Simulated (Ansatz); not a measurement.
# CuO2: the cost of one run

Computed with Ansatz 0.2.0 (DFT PBE, scalar-relativistic, plane waves, PAW, unless a step's input says otherwise).

3 further runs of the same task are left out: 3 that didn't finish.

## Step 1: The structure to begin with

Symmetry: Cmcm, No. 63, orthorhombic system. The conventional cell has a = 2.825 Å, b = 10.421 Å, c = 4.343 Å, α = 90.00°, β = 90.00°, γ = 90.00°. Around Cu (site symmetry m2m) lie 6 O at 1.86 to 2.22 Å. O (site symmetry m2m) is surrounded by 2 Cu at 1.86 Å. O (site symmetry m2m) is surrounded by 4 Cu at 1.90 to 2.22 Å.

As a file:

```
CELL_PARAMETERS angstrom
1.41261 -5.21075 0.00000
1.41261 5.21075 0.00000
0.00000 0.00000 4.34342
ATOMIC_POSITIONS crystal
Cu 0.83275 0.16725 0.25000
Cu 0.16725 0.83275 0.75000
O 0.44851 0.55149 0.25000
O 0.55149 0.44851 0.75000
O 0.21103 0.78897 0.25000
O 0.78897 0.21103 0.75000
```

## Step 2: Antiferromagnetic in the cell, signs +-

Contents of input.yaml:

```yaml
crystal:
  lattice:
    - [1.412615, -5.210747, 0.0]
    - [1.412615, 5.210747, 0.0]
    - [0.0, 0.0, 4.343424]
  atoms:
    - { symbol: Cu, position: [0.832747, 0.167253, 0.25], spin: 1.0 }
    - { symbol: Cu, position: [0.167253, 0.832747, 0.75], spin: -1.0 }
    - { symbol: O, position: [0.448514, 0.551486, 0.25] }
    - { symbol: O, position: [0.551486, 0.448514, 0.75] }
    - { symbol: O, position: [0.21103, 0.78897, 0.25] }
    - { symbol: O, position: [0.78897, 0.21103, 0.75] }
basis:
  ecutwfc: 420
kpoints:
  mp_grid: { grid: [14, 14, 8] }
hamiltonian:
  xc: pbe
scf:
  occupations: { method: gaussian, width: 0.1 }
  lower_state_search: "off"
output:
  forces: true
  stress: true
  eigenvalues: true
  populations: true
  write_density: true
  write_potential: true
  elf: true
  volumetric_format: npy
magnetization:
  spin_polarized: true
```

The run is started by

```sh
> ansatz run input.yaml --threads 1 --pin off --max-ram 2560MiB --backend cpu --events-out ev --progress --plain --runs-dir out
```

**Question.** How long does this run take on 1 thread of Arm Neoverse V1, shared host, and how much memory does it need?

About 13 min, with a peak of 1.1 GiB.
